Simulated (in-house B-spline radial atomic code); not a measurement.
# Nb⁵⁺: ionisation energy by several methods

How far do functionals differ on the ionisation energy of Nb⁵⁺? Each run solves Nb⁵⁺ and then the next ion ([Ar] 3d10 4s2 4p5).

Method: scalar-relativistic (X2C), several functionals, spin-polarised; spherical all-electron atom at the radial basis limit. Code: in-house B-spline radial atomic code version 1.

## 1. Starting point

```
element       : niobium (Z = 41)
charge        : +5
electrons     : 36
configuration : [Ar] 3d10 4s2 4p6
nucleus       : Fermi, rms radius 4.324 fm
```

The outer shells:

[Ar] 3d10 4s2 4p6
```
[Ar] core
3d [↑↓][↑↓][↑↓][↑↓][↑↓]
4s [↑↓]
4p [↑↓][↑↓][↑↓]
```

Where spins are not typed, each open shell is filled with up spins first.

## 2. LDA (VWN5)

Settings of the run:

```ini
Z = 41
electrons = 36.0
configuration = [Ar] 3d10 4s2 4p6
hamiltonian = x2c
method = lda,vwn
spin_polarised = True
nucleus = fermi
rms_radius = 4.324
mass_number = 93
atomic_mass = 92.90637317
speed_of_light = 137.035999084
```

## 3. LDA (PW92)

Settings: those of step 2 with these lines changed.

```diff
@@ -4,3 +4,3 @@
 hamiltonian = x2c
-method = lda,vwn
+method = lda,pw
 spin_polarised = True
```

## 4. Hartree-Fock

Settings: those of step 3 with these lines changed.

```diff
@@ -4,3 +4,3 @@
 hamiltonian = x2c
-method = lda,pw
+method = hf
 spin_polarised = True
```

## 5. AM05

Settings: those of step 4 with these lines changed.

```diff
@@ -4,3 +4,3 @@
 hamiltonian = x2c
-method = hf
+method = am05
 spin_polarised = True
```

## 6. TPSS

Settings: those of step 5 with these lines changed.

```diff
@@ -4,3 +4,3 @@
 hamiltonian = x2c
-method = am05
+method = tpss,tpss
 spin_polarised = True
```

## 7. revTPSS

Settings: those of step 6 with these lines changed.

```diff
@@ -4,3 +4,3 @@
 hamiltonian = x2c
-method = tpss,tpss
+method = revtpss,revtpss
 spin_polarised = True
```

Q: The tabulated ionisation energy is 102.069 ± 0.006 eV (semi-empirical; NIST Atomic Spectra Database). What does each method give, and which comes nearest?

The runs gave:

| method | rung | total energy (hartree) | ΔSCF (eV) | −ε highest (eV) | ΔSCF less tabulated (eV) |
| --- | --- | --- | --- | --- | --- |
| LDA (VWN5) | LDA | -3809.8066 | 102.66 | 94.11 (4p up) | +0.59 |
| LDA (PW92) | LDA | -3809.7908 | 102.65 | 94.11 (4p up) | +0.58 |
| AM05 | GGA | -3810.0493 | 102.47 | 93.96 (4p up) | +0.40 |
| TPSS | meta-GGA | -3814.2856 | 102.70 | 94.26 (4p up) | +0.63 |
| revTPSS | meta-GGA | -3813.5306 | 102.72 | 94.29 (4p up) | +0.65 |
| Hartree-Fock | Hartree-Fock | -3812.5194 | 101.68 | 102.42 (4p up) | -0.39 |

**Reading.** Against the tabulated ionisation energy, 102.069 ± 0.006 eV (semi-empirical; NIST Atomic Spectra Database), the best here is Hartree-Fock (-0.39 eV) and the worst revTPSS (+0.65 eV, or 0.64 %). Mean absolute error by rung (exchange-only levels left out): LDA 0.59 eV, GGA 0.40 eV, meta-GGA 0.64 eV, Hartree-Fock 0.39 eV. Relativistic terms that these runs lack can be as large as the gaps between close methods, so the nearest may be so by luck. Spin-orbit coupling is left out. Open shells are averaged (over orientations, and over spins where the run is restricted), while tables refer to the lowest levels. For the semilocal functionals minus the highest level recovers only 92 % of their own ΔSCF value, a mark of self-interaction.

Members of this set that are not shown: 12 used exact exchange with fractional occupations of an open shell, which is unsound here.
